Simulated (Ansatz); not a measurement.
# KTaO3: the cost of one run

Program: Ansatz 0.2.0 through its Python package. Level of theory: DFT PBE, plane waves, PAW. These are calculated values, not measurements.

**1. Starting point**

The structure is cubic, space group Pm-3m (No. 221). The conventional cell has a = 3.988 Å, b = 3.988 Å, c = 3.988 Å, α = 90.00°, β = 90.00°, γ = 90.00°. Around K (site symmetry m-3m) lie 12 O at 2.82 Å. Ta (site symmetry m-3m) is surrounded by 6 O at 1.99 Å. O (site symmetry 4/mmm) is surrounded by 2 Ta at 1.99 Å and 4 K at 2.82 Å.

No structure file is read: the coordinates are typed or built in the script.

**2. The code**

The input, elastic_ktao3.py:

```python
from dataclasses import replace
import argparse

import ansatz as az
import numpy as np

parser = argparse.ArgumentParser(description="Stiffness tensor and moduli of KTaO3.")
parser.add_argument("--xc", required=True, help="exchange-correlation functional")
parser.add_argument("--occupations", required=True, help="how the bands are filled")
parser.add_argument("--width-ev", type=float, default=0.01, help="smearing width (eV)")
parser.add_argument("--kmesh", type=int, nargs=3, default=[8, 8, 8], help="k-point sampling")
args = parser.parse_args()

vectors = np.array([
    [3.9883, 0.0, 0.0],
    [0.0, 3.9883, 0.0],
    [0.0, 0.0, 3.9883],
])
system = (
    az.Lattice.of(vectors)
    .atom("K", (0.5, 0.5, 0.5))
    .atom("Ta", (0.0, 0.0, 0.0))
    .atom("O", (0.5, 0.0, 0.0))
    .atom("O", (0.0, 0.5, 0.0))
    .atom("O", (0.0, 0.0, 0.5))
)

base = (
    system.calculation()
    .functional(args.xc)
    .occupations(args.occupations, width=args.width_ev)
    .kpoints(*args.kmesh)
)
rest = base.relax(cell=True).run(threads=1).lattice
relaxed = az.Crystal(lattice=az.Lattice.of(rest.cell_ang))
for site in rest.sites:
    relaxed = relaxed.atom(site.symbol, site.position_frac)
base = replace(base, crystal=relaxed)
print("relaxed volume {:.3f} A^3".format(abs(np.linalg.det(rest.cell_ang))))
done = base.elastic(az.ElasticMode.RELAXED_ION).run(threads=1)
elastic = done.elastic

print(np.array2string(np.round(elastic.c_gpa, 1) + 0.0, suppress_small=True))
print("Voigt stress of the unstrained cell (GPa, tension positive):", np.round(elastic.sigma0_gpa, 3) + 0.0)
print("smallest eigenvalue of C:", round(elastic.stability.min_eigenvalue_gpa, 1), "GPa; tensor positive definite:", elastic.stability.min_eigenvalue_gpa > 0)
if elastic.stability.min_eigenvalue_gpa > 0:
    m = elastic.moduli
    print(f"K = {m.k_hill_gpa:.1f}, G = {m.g_hill_gpa:.1f}, E = {m.youngs_gpa:.1f} GPa, Poisson ratio {m.poisson:.3f}, K/G = {m.k_hill_gpa / m.g_hill_gpa:.2f}")
    S = np.linalg.inv(elastic.c_gpa)
    print("Young modulus along x, y, z (GPa):", np.round(1 / np.diag(S)[:3], 1))
    print("linear compressibility along x, y, z (1/TPa):", np.round(1000 * S[:3, :3].sum(axis=1), 2))
```

**3. What the engine is handed**

The package turns the script's settings into the engine's input (first run):

```yaml
crystal:
  lattice:
    - [3.9883, 0.0, 0.0]
    - [0.0, 3.9883, 0.0]
    - [0.0, 0.0, 3.9883]
  atoms:
    - { symbol: K, position: [0.5, 0.5, 0.5] }
    - { symbol: Ta, position: [0.0, 0.0, 0.0] }
    - { symbol: O, position: [0.5, 0.0, 0.0] }
    - { symbol: O, position: [0.0, 0.5, 0.0] }
    - { symbol: O, position: [0.0, 0.0, 0.5] }
kpoints:
  mp_grid:
    grid: [8, 8, 8]
hamiltonian:
  xc: pbe
scf:
  occupations:
    method: fermi_dirac
    width: 0.01
relax:
  cell: {}
```

**4. Running it**

Command:

```sh
> python elastic_ktao3.py --xc PBE --occupations Fermi-Dirac
```

**Question.** How long does this script take on 1 thread of Arm Neoverse V1, shared host, and how much memory does it need?

About 1.8 min, with a peak of 0.53 GiB.
